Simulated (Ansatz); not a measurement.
# HfC+ (doublet): the correlation ladder, def2-SVP

An exercise on one series of results from a longer session: the logs are not shown, and one member is left open.

The runs use Ansatz 0.2.0, Gaussian basis; def2-SVP, core rule «outside noble gas», up to 5 orbitals frozen.

Plan: UHF; CCSD(T) on ROHF; CCSD(T) on UHF; CISD; CCSDT(Q) on ROHF; CCSDT(Q) on UHF; CCSDTQ on ROHF.

17 further runs of the same task are left out: 11 for a known fault of the program, 6 set aside as unsound or not needed.

### What is computed

The geometry is a PBE0/def2-TZVP stationary point (not a proven minimum) of the parent state, kept for this charge and spin. No spin-orbit coupling is included. Elements past krypton take def2 core potentials.

2 atoms, charge 1, spin multiplicity 2.

Atoms are counted from 1 here; the program's logs count them from 0.

Bond lengths: Hf1–C2 1.798 Å.

Set-up of the first run:

File in.yaml:

```yaml
crystal:
  periodic: [false, false, false]
  atoms:
    - {symbol: Hf, position_ang: [0.000000, 0.000000, 0.000000]}
    - {symbol: C, position_ang: [0.000000, 0.000000, 1.798320]}
basis:
  gaussian: {orbitals: def2-SVP}
total_charge: 1
magnetization: {spin_polarized: true, initial_magnetization: 1}
hamiltonian: {xc: hf}
output: {orbitals: {seedname: orbitals}}
```

Run with:

```
$ ansatz run in.yaml --threads 1 --pin off --events-out ev --progress --plain --max-ram 4096MiB --backend cpu
```

Steps of the session up to this table: UHF; CCSD(T) on ROHF; CCSD(T) on UHF; CISD; CCSDT(Q) on ROHF; CCSDT(Q) on UHF; CCSDTQ on ROHF.

One table of the session follows, with a row left open; its other results are not shown here.

It belongs to the step «Misses and costs». 

```
   method  from RCCSDTQ (meV)
     ROHF             +5828.8
     RMP2              +355.2
     UMP2             +1377.6
    RCCSD              +405.3
    UCCSD              +375.9
 RCCSD(T)               +55.7
 UCCSD(T)                   ?
   RCCSDT               +41.5
   UCCSDT               +31.5
RCCSDT(Q)                -5.0
UCCSDT(Q)               -13.6
  RCCSDTQ                   0
```

Estimate the missing values for UCCSD(T).

**Answer.** from RCCSDTQ (meV): +83.3. In the column «from RCCSDTQ (meV)» it lies between RCCSD(T) (+55.7) and RMP2 (+355.2).

Limits of these values: The determinant is far from a pure spin state, so its energy mixes those of several spin states (harmless only where they are near-degenerate, as at dissociation). Left out of the table: UHF (another determinant or state than the rows shown). Restricted and unrestricted rows rest on different reference determinants; where their highest levels disagree by more than a few hundredths of an eV, they describe different states and don't form one ladder.
